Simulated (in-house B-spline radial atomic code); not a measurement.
# Ar⁴⁺: ionisation energy by several methods

The task here is to estimate one member of a computed series from the others.

The numbers are computed with in-house B-spline radial atomic code version 1 (scalar-relativistic (X2C), several functionals, spin-polarised; spherical all-electron atom at the radial basis limit), except any that are marked as measured or tabulated.

## The atom as given

```
element       : argon (Z = 18)
charge        : +4
electrons     : 14
configuration : [Ne] 3s2 3p2
nucleus       : Fermi, rms radius 3.427 fm
```

The outer shells:

[Ne] 3s2 3p2
```
[Ne] core
3s [↑↓]
3p [↑ ][↑ ][  ]
```

Where spins are not typed, each open shell is filled with up spins first.

The first run:

Settings of the run:

```ini
Z = 18
electrons = 14.0
configuration = [Ne] 3s2 3p2
hamiltonian = x2c
method = b88,p86
spin_polarised = True
nucleus = fermi
rms_radius = 3.4274
mass_number = 40
atomic_mass = 39.96238312204
speed_of_light = 137.035999084
```

Steps of the session up to this table: BP86, a GGA; RPBE, a GGA; Hartree-Fock; AM05, a GGA; r2SCAN, a meta-GGA; TPSS, a meta-GGA; LDA (PW92); exchange-only LDA.

One table of the session follows, with a row left open; its other results are not shown here.

| method | ΔSCF (eV) |
| --- | --- |
| LDA (PW92) | 74.861 |
| exchange-only LDA | 73.538 |
| BP86 | 74.929 |
| RPBE | 74.866 |
| AM05 | 74.767 |
| r2SCAN | 75.130 |
| TPSS | ? |
| Hartree-Fock | 73.962 |

Q: Estimate the row for TPSS from the others.

**Answer.** ΔSCF (eV): 75.008. In the column «ΔSCF (eV)» it lies between BP86 (74.929) and r2SCAN (75.130).
